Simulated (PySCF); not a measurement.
# C7H11NO: the cost of one run

Programs: PySCF 2.14.0, with routines of our own; each step states its level. All values are computed. Atoms count from 0.

## 1. The system as given

20 atoms, charge 0, multiplicity 1; geometry from: GFN2-xTB.

## 2. Magnetic properties: GIAO BHandHLYP/pcSseg-1

Job settings and geometry (Å):

```
{"job": {"kind": "mag", "xc": "BHandHLYP", "basis": "pcSseg-1", "isotopologues": 0}, "charge": 0, "multiplicity": 1}
C      3.428897     0.134964     0.233038
C      2.187007     0.533080     0.433970
C      1.146933     0.630496    -0.638586
N     -0.074707    -0.057528    -0.261755
C      0.012065    -1.488751    -0.089637
C     -1.212364     0.667330    -0.099016
O     -1.243571     1.868305    -0.314548
C     -2.416179    -0.075592     0.357290
C     -3.624505     0.431080     0.165349
H      4.152001     0.094634     1.029404
H      3.780294    -0.151919    -0.745098
H      1.848997     0.819448     1.420729
H      1.527275     0.224482    -1.582691
H      0.868141     1.679305    -0.789288
H     -0.788884    -1.997750    -0.628539
H     -0.028934    -1.774410     0.965943
H      0.965652    -1.826580    -0.491292
H     -2.273975    -1.010816     0.876167
H     -4.521042    -0.062744     0.500287
H     -3.738248     1.373646    -0.344763
```

Method: GIAO BHandHLYP/pcSseg-1 magnetisability, rotational g tensor and spin-rotation constants, non-relativistic, gas phase.

The run is started by

```bash
$ OMP_NUM_THREADS=1 python excited_run.py task.json out
```

This one command runs all jobs of the session in turn.

**Question.** How long does this first job take on 1 thread of Arm Neoverse N1, shared host, and how much memory does it need?

About 76 s, with a peak of 0.97 GiB.
